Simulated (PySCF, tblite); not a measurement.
# C₅H₁₂Si: a rotation path, then NMR shifts on frames, part 2 of 2

tblite 0.8.0 and PySCF 2.14.0. Atoms count from 0. Earlier steps stand in the parts before.

## 5. Shielding tensors: image 4, PBE0/pcSseg-1

Job settings and geometry (Å):

```
{"job": {"kind": "nmr", "xc": "PBE0", "basis": "pcSseg-1", "pop": false}, "charge": 0, "multiplicity": 1}
C     -1.511600     1.373700     0.896000
C     -1.202200     0.192100     0.385800
C     -2.126000    -0.548600    -0.534900
C      0.095900    -0.495800     0.702900
C      1.016700    -0.628500    -0.528300
Si     2.657500     0.315700    -0.358200
H     -2.445800     1.862700     0.675600
H     -0.845500     1.900900     1.558500
H     -1.704100    -0.602300    -1.538200
H     -3.093700    -0.058100    -0.598700
H     -2.270600    -1.570500    -0.186100
H      0.600600     0.058200     1.497000
H     -0.127900    -1.492000     1.093800
H      1.224000    -1.683000    -0.718700
H      0.493200    -0.265100    -1.412900
H      3.512700    -0.024300    -1.497200
H      3.308400    -0.087000     0.891300
H      2.409300     1.758100    -0.339300
```

With the program's defaults for keys left out, this is: GIAO PBE0/pcSseg-1 NMR shielding, non-relativistic, gas phase.

What it wrote:

```text
coarse grid: 14496 points
cycle   1  E = -486.7254339628  dE =  3.477e-01  |g| = 4.162e-01  |ddm| = 3.616e+00
cycle   2  E = -486.7200509464  dE =  5.383e-03  |g| = 4.443e-01  |ddm| = 7.934e-01
cycle   3  E = -486.7729279098  dE = -5.288e-02  |g| = 3.408e-02  |ddm| = 4.376e-01
cycle   4  E = -486.7731066728  dE = -1.788e-04  |g| = 2.178e-02  |ddm| = 5.251e-02
cycle   5  E = -486.7732204780  dE = -1.138e-04  |g| = 6.127e-03  |ddm| = 2.306e-02
cycle   6  E = -486.7732287427  dE = -8.265e-06  |g| = 2.232e-03  |ddm| = 6.463e-03
final grid: 132432 points
cycle   7  E = -486.8098042966  dE = -4.012e-05  |g| = 7.812e-03  |ddm| = 3.292e-02
cycle   8  E = -486.8097992183  dE =  5.078e-06  |g| = 9.017e-03  |ddm| = 1.410e-02
cycle   9  E = -486.8098200575  dE = -2.084e-05  |g| = 7.823e-04  |ddm| = 7.602e-03
cycle  10  E = -486.8098201885  dE = -1.310e-07  |g| = 2.940e-04  |ddm| = 8.391e-04
cycle  11  E = -486.8098202088  dE = -2.024e-08  |g| = 9.468e-05  |ddm| = 3.451e-04
cycle  12  E = -486.8098202110  dE = -2.168e-09  |g| = 2.175e-05  |ddm| = 9.733e-05
cycle  13  E = -486.8098202111  dE = -1.190e-10  |g| = 2.999e-06  |ddm| = 2.385e-05
converged SCF energy = -486.8098202111

GIAO shielding tensors (ppm)
atom      isotropic    diamagn.    paramagn.     s11        s22        s33       span
  0 C       69.856     253.050    -183.194    -28.649     98.066    140.150    168.799
  1 C       31.207     261.617    -230.410    -93.521     27.250    159.893    253.415
  2 C      163.287     246.398     -83.111    144.025    158.597    187.239     43.214
  3 C      149.605     247.918     -98.312    135.379    142.443    170.994     35.615
  4 C      180.653     252.745     -72.093    161.705    179.615    200.637     38.932
  5 Si     420.256     879.895    -459.640    388.746    405.040    466.980     78.234
  6 H       26.740      31.100      -4.360     24.036     25.191     30.991      6.955
  7 H       26.672      32.715      -6.043     23.544     25.392     31.081      7.538
  8 H       29.436      30.274      -0.838     24.942     29.680     33.686      8.744
  9 H       29.874      29.515       0.359     25.869     28.417     35.337      9.467
 10 H       30.176      29.344       0.832     26.147     28.693     35.687      9.540
 11 H       29.741      34.391      -4.649     25.138     30.622     33.464      8.326
 12 H       29.372      32.332      -2.960     25.720     28.096     34.301      8.581
 13 H       30.693      31.859      -1.167     25.531     29.170     37.377     11.846
 14 H       31.225      33.403      -2.178     25.801     31.662     36.211     10.410
 15 H       27.796      28.586      -0.790     24.143     25.453     33.792      9.649
 16 H       27.976      29.214      -1.238     24.805     26.128     32.996      8.191
 17 H       27.859      29.558      -1.699     24.357     26.716     32.502      8.145
```

It took 55 s on 1 thread, shared host.

This run: δ C1 155.7, C0 117.1, C3 37.3, C2 23.6, H7 5.04, H6 4.98 ppm.

## 6. Nuclear shieldings: image 6, PBE0/pcSseg-1

Job settings and geometry (Å):

```
{"job": {"kind": "nmr", "xc": "PBE0", "basis": "pcSseg-1", "pop": false}, "charge": 0, "multiplicity": 1}
C     -1.743400     1.364400     0.824900
C     -1.276900     0.206100     0.385000
C     -2.108600    -0.733000    -0.435100
C      0.134900    -0.228400     0.664300
C      0.979500    -0.318900    -0.617300
Si     2.817700     0.061800    -0.313600
H     -2.751000     1.688000     0.624100
H     -1.137200     2.038000     1.407900
H     -1.723200    -0.788400    -1.452900
H     -3.143400    -0.402600    -0.477300
H     -2.076400    -1.737100    -0.014100
H      0.585100     0.484100     1.358600
H      0.126000    -1.205800     1.153800
H      0.862500    -1.308600    -1.062000
H      0.591500     0.393500    -1.348500
H      3.575000    -0.231700    -1.531200
H      3.316300    -0.754500     0.795200
H      2.962800     1.479500     0.026600
```

With the program's defaults for keys left out, this is: GIAO PBE0/pcSseg-1 NMR shielding, non-relativistic, gas phase.

What it wrote:

```text
coarse grid: 14496 points
cycle   1  E = -486.7284963144  dE =  3.482e-01  |g| = 4.165e-01  |ddm| = 3.623e+00
cycle   2  E = -486.7228019987  dE =  5.694e-03  |g| = 4.458e-01  |ddm| = 8.016e-01
cycle   3  E = -486.7761117194  dE = -5.331e-02  |g| = 3.439e-02  |ddm| = 4.430e-01
cycle   4  E = -486.7762832128  dE = -1.715e-04  |g| = 2.307e-02  |ddm| = 5.382e-02
cycle   5  E = -486.7764107890  dE = -1.276e-04  |g| = 6.403e-03  |ddm| = 2.392e-02
cycle   6  E = -486.7764200019  dE = -9.213e-06  |g| = 2.210e-03  |ddm| = 6.739e-03
final grid: 132432 points
cycle   7  E = -486.8126311147  dE = -3.190e-05  |g| = 7.600e-03  |ddm| = 2.820e-02
cycle   8  E = -486.8126259481  dE =  5.167e-06  |g| = 8.864e-03  |ddm| = 1.398e-02
cycle   9  E = -486.8126461719  dE = -2.022e-05  |g| = 6.634e-04  |ddm| = 7.530e-03
cycle  10  E = -486.8126462668  dE = -9.491e-08  |g| = 2.462e-04  |ddm| = 7.301e-04
cycle  11  E = -486.8126462804  dE = -1.366e-08  |g| = 8.822e-05  |ddm| = 2.961e-04
cycle  12  E = -486.8126462823  dE = -1.899e-09  |g| = 1.970e-05  |ddm| = 8.727e-05
cycle  13  E = -486.8126462824  dE = -9.459e-11  |g| = 2.942e-06  |ddm| = 2.206e-05
converged SCF energy = -486.8126462824

GIAO shielding tensors (ppm)
atom      isotropic    diamagn.    paramagn.     s11        s22        s33       span
  0 C       71.191     252.665    -181.473    -26.486    100.105    139.954    166.440
  1 C       29.269     261.229    -231.960    -96.417     24.016    160.210    256.626
  2 C      163.585     246.581     -82.995    146.048    157.989    186.719     40.671
  3 C      148.274     249.061    -100.786    134.101    138.639    172.083     37.982
  4 C      176.802     253.568     -76.766    158.103    177.533    194.769     36.666
  5 Si     420.467     879.695    -459.228    392.346    400.900    468.154     75.807
  6 H       26.788      30.896      -4.108     24.159     25.195     31.011      6.852
  7 H       26.676      32.593      -5.917     23.671     25.180     31.178      7.507
  8 H       29.536      30.384      -0.848     25.115     29.691     33.803      8.688
  9 H       29.868      29.459       0.409     25.900     28.410     35.294      9.394
 10 H       30.154      29.563       0.591     26.172     28.729     35.562      9.390
 11 H       29.736      34.672      -4.936     24.595     31.147     33.466      8.871
 12 H       29.570      32.759      -3.189     26.342     28.383     33.985      7.643
 13 H       30.561      32.647      -2.086     25.556     29.994     36.132     10.575
 14 H       31.319      33.434      -2.115     26.621     31.333     36.005      9.384
 15 H       27.767      28.372      -0.606     24.146     25.475     33.679      9.532
 16 H       27.961      28.893      -0.931     24.747     26.226     32.911      8.164
 17 H       27.906      29.277      -1.371     24.415     26.407     32.896      8.481
```

It took 56 s on 1 thread, shared host.

Key values: δ C1 157.7, C0 115.7, C3 38.7, C2 23.3, H7 5.04, H6 4.93 ppm.

## 7. NMR shieldings: image 8, PBE0/pcSseg-1

Job settings and geometry (Å):

```
{"job": {"kind": "nmr", "xc": "PBE0", "basis": "pcSseg-1", "pop": false}, "charge": 0, "multiplicity": 1}
C     -1.877700     1.383200     0.562500
C     -1.306100     0.206800     0.360700
C     -2.060500    -0.969600    -0.180700
C      0.154600    -0.023600     0.639900
C      0.991800     0.112700    -0.637100
Si     2.849400    -0.155300    -0.334700
H     -2.917100     1.559400     0.341500
H     -1.329300     2.221100     0.959400
H     -1.562100    -1.373600    -1.060800
H     -3.076500    -0.694700    -0.451600
H     -2.101500    -1.761800     0.567300
H      0.506200     0.704400     1.373800
H      0.297100    -1.022300     1.059800
H      0.634800    -0.603700    -1.379900
H      0.819500     1.104300    -1.061500
H      3.572800     0.037000    -1.593100
H      3.069600    -1.518400     0.156100
H      3.326100     0.800500     0.666700
```

Method: GIAO PBE0/pcSseg-1 NMR shielding, non-relativistic, gas phase.

What it wrote:

```text
coarse grid: 14496 points
cycle   1  E = -486.7296670730  dE =  3.488e-01  |g| = 4.175e-01  |ddm| = 3.622e+00
cycle   2  E = -486.7234414269  dE =  6.226e-03  |g| = 4.488e-01  |ddm| = 8.060e-01
cycle   3  E = -486.7775103247  dE = -5.407e-02  |g| = 3.419e-02  |ddm| = 4.516e-01
cycle   4  E = -486.7776881369  dE = -1.778e-04  |g| = 2.244e-02  |ddm| = 5.261e-02
cycle   5  E = -486.7778087914  dE = -1.207e-04  |g| = 6.019e-03  |ddm| = 2.283e-02
cycle   6  E = -486.7778168044  dE = -8.013e-06  |g| = 2.278e-03  |ddm| = 6.683e-03
final grid: 132432 points
cycle   7  E = -486.8142174042  dE = -3.270e-05  |g| = 7.816e-03  |ddm| = 2.692e-02
cycle   8  E = -486.8142113695  dE =  6.035e-06  |g| = 9.234e-03  |ddm| = 1.425e-02
cycle   9  E = -486.8142331392  dE = -2.177e-05  |g| = 8.525e-04  |ddm| = 7.824e-03
cycle  10  E = -486.8142333057  dE = -1.665e-07  |g| = 2.663e-04  |ddm| = 9.059e-04
cycle  11  E = -486.8142333219  dE = -1.629e-08  |g| = 9.043e-05  |ddm| = 3.097e-04
cycle  12  E = -486.8142333239  dE = -1.997e-09  |g| = 1.798e-05  |ddm| = 8.787e-05
cycle  13  E = -486.8142333240  dE = -8.026e-11  |g| = 2.937e-06  |ddm| = 2.117e-05
converged SCF energy = -486.8142333240

GIAO shielding tensors (ppm)
atom      isotropic    diamagn.    paramagn.     s11        s22        s33       span
  0 C       70.614     252.612    -181.998    -30.951     99.381    143.413    174.364
  1 C       28.296     260.736    -232.440    -98.139     23.369    159.658    257.796
  2 C      162.635     246.537     -83.901    142.884    158.292    186.729     43.845
  3 C      148.069     249.858    -101.789    135.934    138.648    169.624     33.690
  4 C      173.083     253.030     -79.947    155.046    173.403    190.800     35.754
  5 Si     419.017     879.621    -460.604    388.586    399.526    468.940     80.354
  6 H       26.641      30.814      -4.173     23.946     25.240     30.737      6.791
  7 H       26.678      32.636      -5.959     23.436     25.176     31.421      7.985
  8 H       29.620      30.707      -1.087     25.027     30.125     33.709      8.683
  9 H       29.913      29.580       0.333     25.998     28.397     35.345      9.347
 10 H       29.935      29.077       0.858     26.139     27.994     35.672      9.533
 11 H       29.516      34.156      -4.640     24.859     29.903     33.784      8.925
 12 H       29.950      33.648      -3.698     26.023     30.155     33.671      7.648
 13 H       30.586      33.039      -2.453     25.391     31.026     35.341      9.951
 14 H       31.092      33.028      -1.935     26.415     30.428     36.434     10.018
 15 H       27.748      28.305      -0.556     24.405     25.349     33.490      9.084
 16 H       27.950      28.863      -0.912     24.559     26.364     32.928      8.370
 17 H       27.934      28.975      -1.041     24.541     26.336     32.925      8.384
```

Wall time 54 s (1 thread, shared host).

This run: δ C1 158.6, C0 116.3, C3 38.9, C2 24.3, H6 5.08, H7 5.04 ppm.

## 8. Side by side: NMR shifts

Shifts (ppm) of some atoms, chosen among heavy atoms and hydrogens apart, with basis size and wall time:

```csv
frame,C1,C0,C3,C4,H12,H14,Si5,functions,time
image 0,153.7,119.0,39.8,7.6,2.55,0.98,-76.1,169,58 s
image 2,153.9,118.6,39.8,7.2,2.50,0.85,-72.5,169,58 s
image 4,155.7,117.1,37.3,6.3,2.34,0.49,-71.1,169,55 s
image 6,157.7,115.7,38.7,10.1,2.15,0.40,-71.3,169,56 s
image 8,158.6,116.3,38.9,13.8,1.77,0.62,-69.9,169,54 s
```

## 9. Results

The summary covers parts 1 to 2.

```
                                        quantity                                                                       value
                                         barrier                                          0.130 eV (3.0 kcal/mol) at image 4
                           end to end (GFN2-xTB)                                                                    0.005 eV
 13C shifts against TMS (PBE0/pcSseg-1, image 0)                                           153.7, 119.0, 39.8, 23.6, 7.6 ppm
  1H shifts against TMS (PBE0/pcSseg-1, image 0)  5.13, 5.08, 3.75, 3.71, 3.54, 2.55, 2.18, 2.00, 1.87, 1.54, 0.98, 0.93 ppm
29Si shifts against TMS (PBE0/pcSseg-1, image 0)                                                                   -76.1 ppm
                        range of the shift of C4                                                             6.3 to 13.8 ppm
```

What this shows: Along the band the dihedral turns by 124°, and the top (dihedral 117°) lies 3.0 kcal/mol above the start (GFN2-xTB, rough), so at room temperature this motion is fast. Ends this close can change order at a higher level. The top was not checked by a frequency run. Shifts at one fixed geometry are not the observed spectrum, which averages over the motion. In the first frame run (image 0): The largest span, 252 ppm, is at C1, where the paramagnetic term is -230 ppm. Across the 5 runs the shift of C4 moves most, between 6.3 (image 4) and 13.8 ppm (image 8).
